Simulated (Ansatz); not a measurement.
**C3H5F3O: a ladder of functionals and wavefunction methods**

One table from this session's results is given with a row withheld; the runs are named, their logs left out.

The runs use Ansatz 0.2.0, Gaussian basis; functionals in def2-TZVPP, the program's frozen cores in correlated methods.

The runs, in order: PBE-D4, r2SCAN-D4, PBE0-D4, B3LYP-D4, ωB97X-V, ωB97M-V, B2PLYP; CCSD(T)/def2-TZVPP; MP2/def2-QZVPP; extrapolation to the limit.

## Structure used throughout

The geometry comes from an earlier relaxation with PBE0-D4 in a triple-zeta def2 set; it is a stationary point, not always the lowest conformer.

12 atoms, charge 0, spin multiplicity 1.

Atoms are counted from 1 here; the program's logs count them from 0.

Bond lengths: F1–C2 1.377 Å, C2–O3 1.372 Å, C2–H8 1.091 Å, C2–H9 1.096 Å, O3–C4 1.407 Å, C4–C5 1.516 Å, C4–H10 1.097 Å, C4–H11 1.090 Å, C5–F6 1.355 Å, C5–F7 1.359 Å, C5–H12 1.094 Å. Angles: F1–C2–O3 111.0°, F1–C2–H8 107.3°, F1–C2–H9 107.1°, O3–C2–H8 107.3°, O3–C2–H9 112.0°, H8–C2–H9 112.0°, C2–O3–C4 117.0°, O3–C4–C5 114.2°, O3–C4–H10 111.4°, O3–C4–H11 106.1°, C5–C4–H10 108.3°, C5–C4–H11 107.9°, H10–C4–H11 108.8°, C4–C5–F6 110.8°, C4–C5–F7 108.3°, C4–C5–H12 113.1°, F6–C5–F7 107.0°, F6–C5–H12 108.4° and more.

As a file:

| atom | x (Å) | y (Å) | z (Å) |
| --- | --- | --- | --- |
| F1 | -1.8047 | 1.0609 | 0.3595 |
| C2 | -1.4168 | 0.4337 | -0.8032 |
| O3 | -0.0769 | 0.6130 | -1.0355 |
| C4 | 0.8062 | -0.2914 | -0.4172 |
| C5 | 0.9179 | -0.1232 | 1.0848 |
| F6 | -0.0960 | -0.7624 | 1.7172 |
| F7 | 2.0735 | -0.7085 | 1.4940 |
| H8 | -1.9556 | 0.9100 | -1.6240 |
| H9 | -1.6781 | -0.6263 | -0.7009 |
| H10 | 0.5262 | -1.3316 | -0.6267 |
| H11 | 1.7883 | -0.0977 | -0.8492 |
| H12 | 0.9161 | 0.9237 | 1.4012 |

Set-up of the first run:

Contents of in.yaml:

```yaml
crystal:
  periodic: [false, false, false]
  atoms:
    - {symbol: F, position_ang: [-1.804749, 1.060855, 0.359473]}
    - {symbol: C, position_ang: [-1.416802, 0.433656, -0.803216]}
    - {symbol: O, position_ang: [-0.076933, 0.612995, -1.035508]}
    - {symbol: C, position_ang: [0.806173, -0.291446, -0.417186]}
    - {symbol: C, position_ang: [0.917851, -0.123202, 1.084836]}
    - {symbol: F, position_ang: [-0.096042, -0.762409, 1.717158]}
    - {symbol: F, position_ang: [2.073506, -0.708535, 1.494035]}
    - {symbol: H, position_ang: [-1.955565, 0.909959, -1.623996]}
    - {symbol: H, position_ang: [-1.678146, -0.626274, -0.700863]}
    - {symbol: H, position_ang: [0.526235, -1.331642, -0.626720]}
    - {symbol: H, position_ang: [1.788331, -0.097654, -0.849180]}
    - {symbol: H, position_ang: [0.916139, 0.923687, 1.401167]}
basis:
  gaussian: {orbitals: def2-TZVPP}
hamiltonian: {xc: pbe, dispersion: d4}
output: {forces: true, orbitals: {seedname: orbitals}}
```

Command:

```sh
$ ansatz run in.yaml --threads 2 --pin off --events-out ev --progress --plain --max-ram 22528MiB --backend cuda --devices 0, --max-vram 18GiB
```

Among the steps run: PBE-D4 (GGA); r2SCAN-D4 (meta-GGA); PBE0-D4 (hybrid); B3LYP-D4 (hybrid); ωB97X-V (range-separated); ωB97M-V (range-separated); B2PLYP (double hybrid); CCSD(T) in def2-TZVPP; MP2 in def2-QZVPP.

One of the session's tables, all rows but one given; the rest of the session is left out.

```
            method  atomisation energy (kcal/mol)
            PBE-D4                         1172.8
         r2SCAN-D4                         1137.5
           PBE0-D4                         1137.9
          B3LYP-D4                         1128.7
           ωB97X-V                         1136.5
           ωB97M-V                         1136.7
            B2PLYP                         1120.0
     HF/def2-TZVPP                          793.9
    MP2/def2-TZVPP                         1136.2
   CCSD/def2-TZVPP                         1082.4
CCSD(T)/def2-TZVPP                         1102.6
           MP2/CBS                              ?
       CCSD(T)/CBS                         1132.2
```

Q: Estimate the row for MP2/CBS from the others.

As computed: atomisation energy (kcal/mol): 1165.9. In the column «atomisation energy (kcal/mol)» it lies between PBE0-D4 (1137.9) and PBE-D4 (1172.8).
